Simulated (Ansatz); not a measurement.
# CH4ClO2Si radical: up Jacob's ladder to CCSD(T)

An exercise on one series of results from a longer session: the logs are not shown, and one member is left open.

Method: functionals in def2-TZVPP, the program's frozen cores in correlated methods; program: Ansatz 0.2.0, Gaussian basis.

Plan: PBE-D4, r2SCAN-D4, PBE0-D4, B3LYP-D4, ωB97X-V, ωB97M-V, B2PLYP; CCSD(T)/def2-TZVPP; MP2/def2-QZVPP; extrapolation to the limit.

**The geometry**

An earlier PBE0-D4 in a triple-zeta def2 set relaxation fixed the geometry.

9 atoms, charge 0, spin multiplicity 2.

Atoms are counted from 1 here; the program's logs count them from 0.

Bond lengths: C1–O2 1.413 Å, C1–H6 1.095 Å, C1–H7 1.093 Å, C1–H8 1.090 Å, O2–Si3 1.615 Å, Si3–O4 1.650 Å, Si3–Cl5 2.043 Å, Si3–H9 1.477 Å. Angles: O2–C1–H6 111.8°, O2–C1–H7 110.2°, O2–C1–H8 108.2°, H6–C1–H7 108.9°, H6–C1–H8 108.8°, H7–C1–H8 109.0°, C1–O2–Si3 126.1°, O2–Si3–O4 110.0°, O2–Si3–Cl5 113.7°, O2–Si3–H9 109.8°, O4–Si3–Cl5 99.6°, O4–Si3–H9 114.0°, Cl5–Si3–H9 109.5°.

Set-up of the first run:

The input, in.yaml:

```yaml
crystal:
  periodic: [false, false, false]
  atoms:
    - {symbol: C, position_ang: [0.579443, 1.126490, 0.664766]}
    - {symbol: O, position_ang: [-0.526489, 0.275527, 0.442603]}
    - {symbol: Si, position_ang: [-0.533629, -1.059064, -0.466988]}
    - {symbol: O, position_ang: [-1.800633, -2.025398, -0.039909]}
    - {symbol: Cl, position_ang: [-1.011950, -0.715390, -2.423295]}
    - {symbol: H, position_ang: [1.527774, 0.579565, 0.628175]}
    - {symbol: H, position_ang: [0.599966, 1.921091, -0.085340]}
    - {symbol: H, position_ang: [0.470837, 1.574756, 1.652802]}
    - {symbol: H, position_ang: [0.783084, -1.723977, -0.389914]}
basis:
  gaussian: {orbitals: def2-TZVPP}
magnetization: {spin_polarized: true, initial_magnetization: 1}
hamiltonian: {xc: pbe, dispersion: d4}
output: {forces: true, orbitals: {seedname: orbitals}}
```

Started as:

```sh
$ ansatz run in.yaml --threads 2 --pin off --events-out ev --progress --plain --max-ram 32768MiB --backend cpu
```

Among the steps run: PBE-D4 (GGA); r2SCAN-D4 (meta-GGA); PBE0-D4 (hybrid); B3LYP-D4 (hybrid); ωB97X-V (range-separated); ωB97M-V (range-separated); B2PLYP (double hybrid); CCSD(T) in def2-TZVPP; MP2 in def2-QZVPP.

One of the session's tables, all rows but one given; the rest of the session is left out.

| method | atomisation energy (kJ/mol) |
| --- | --- |
| PBE-D4 | ? |
| r2SCAN-D4 | 3289.2 |
| PBE0-D4 | 3250.3 |
| B3LYP-D4 | 3253.5 |
| ωB97X-V | 3277.4 |
| ωB97M-V | 3276.8 |
| B2PLYP | 3219.4 |
| HF/def2-TZVPP | 2367.4 |
| MP2/def2-TZVPP | 3234.6 |
| CCSD/def2-TZVPP | 3115.5 |
| CCSD(T)/def2-TZVPP | 3165.5 |
| MP2/CBS | 3334.1 |
| CCSD(T)/CBS | 3265.0 |

Q: Estimate the row for PBE-D4 from the others.

As computed: atomisation energy (kJ/mol): 3325.6. In the column «atomisation energy (kJ/mol)» it lies between r2SCAN-D4 (3289.2) and MP2/CBS (3334.1).

Caveats from the session: Free atoms (1 C, 2 O, 1 Si, 1 Cl, 4 H) were run apart at each level; the atomisation energy is their sum less the molecule, without zero-point or spin-orbit terms.
